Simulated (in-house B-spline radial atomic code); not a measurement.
**He⁺: ionisation energy by several methods**

Aim: the ionisation energy of He⁺ by several methods, each as the difference of two self-consistent energies (He⁺ and the next ion, bare nucleus).

The numbers are computed with in-house B-spline radial atomic code version 1 (scalar-relativistic (X2C), several functionals, spin-polarised; spherical all-electron atom at the radial basis limit), except any that are marked as measured or tabulated.

**1. What is computed**

```
element       : helium (Z = 2)
charge        : +1
electrons     : 1
configuration : 1s1
nucleus       : Gaussian, rms radius 1.675 fm
```

Where spins are not typed, each open shell is filled with up spins first.

**2. SCAN, a meta-GGA**

The run's settings:

```ini
Z = 2
electrons = 1.0
configuration = 1s1
hamiltonian = x2c
method = scan,scan
spin_polarised = True
nucleus = gauss
rms_radius = 1.6755
mass_number = 4
atomic_mass = 4.00260325413
speed_of_light = 137.035999084
```

**3. r2SCAN, a meta-GGA**

Settings: those of step 2 with these lines changed.

```diff
@@ -4,3 +4,3 @@
 hamiltonian = x2c
-method = scan,scan
+method = r2scan
 spin_polarised = True
```

**4. PBE, a GGA**

Settings: those of step 3 with these lines changed.

```diff
@@ -4,3 +4,3 @@
 hamiltonian = x2c
-method = r2scan
+method = pbe,pbe
 spin_polarised = True
```

**5. r2SCAN0, a global hybrid**

Settings: those of step 4 with these lines changed.

```diff
@@ -4,3 +4,3 @@
 hamiltonian = x2c
-method = pbe,pbe
+method = r2scan0
 spin_polarised = True
```

**6. LC-ωPBE, a range-separated hybrid**

Settings: those of step 5 with these lines changed.

```diff
@@ -4,3 +4,3 @@
 hamiltonian = x2c
-method = r2scan0
+method = lc_wpbe
 spin_polarised = True
```

**7. exchange-only LDA**

Settings: those of step 6 with these lines changed.

```diff
@@ -4,3 +4,3 @@
 hamiltonian = x2c
-method = lc_wpbe
+method = lda,
 spin_polarised = True
```

**8. PBE0, a global hybrid**

Settings: those of step 7 with these lines changed.

```diff
@@ -4,3 +4,3 @@
 hamiltonian = x2c
-method = lda,
+method = pbe0
 spin_polarised = True
```

**9. M06-2X, a global hybrid**

Settings: those of step 8 with these lines changed.

```diff
@@ -4,3 +4,3 @@
 hamiltonian = x2c
-method = pbe0
+method = m062x
 spin_polarised = True
```

**10. LDA (PW92)**

Settings: those of step 9 with these lines changed.

```diff
@@ -4,3 +4,3 @@
 hamiltonian = x2c
-method = m062x
+method = lda,pw
 spin_polarised = True
```

**Question.** The tabulated ionisation energy is 54.4178 ± 1e-09 eV (tabulated theoretical; NIST Atomic Spectra Database). What does each method give, and which comes nearest?

The runs gave:

| method | rung | total energy (hartree) | ΔSCF (eV) | −ε highest (eV) | ΔSCF less tabulated (eV) |
| --- | --- | --- | --- | --- | --- |
| exchange-only LDA | LDA | -1.9127 | 52.047 | 40.250 (1s up) | -2.371 |
| LDA (PW92) | LDA | -1.9419 | 52.841 | 41.103 (1s up) | -1.577 |
| PBE | GGA | -1.9939 | 54.256 | 42.040 (1s up) | -0.161 |
| SCAN | meta-GGA | -2.0003 | 54.430 | 43.215 (1s up) | +0.012 |
| r2SCAN | meta-GGA | -2.0003 | 54.430 | 43.215 (1s up) | +0.012 |
| r2SCAN0 | global hybrid | -2.0002 | 54.428 | 46.009 (1s up) | +0.010 |
| PBE0 | global hybrid | -1.9968 | 54.337 | 45.175 (1s up) | -0.081 |
| M06-2X | global hybrid | -1.9972 | 54.347 | 47.752 (1s up) | -0.071 |
| LC-ωPBE | range-separated hybrid | -1.9995 | 54.410 | 47.731 (1s up) | -0.008 |

**Reading.** The tabulated ionisation energy is 54.4178 ± 1e-09 eV (tabulated theoretical; NIST Atomic Spectra Database). LC-ωPBE comes nearest (-0.008 eV) and exchange-only LDA is farthest (-2.371 eV, 4.4 %). Mean absolute error by rung (exchange-only levels left out): LDA 1.58 eV, GGA 0.16 eV, meta-GGA 0.01 eV, global hybrid 0.05 eV, range-separated hybrid 0.01 eV. PBE is off by -0.161 eV. For the semilocal functionals minus the highest level recovers only 77 to 79 % of their own ΔSCF value, a mark of self-interaction.
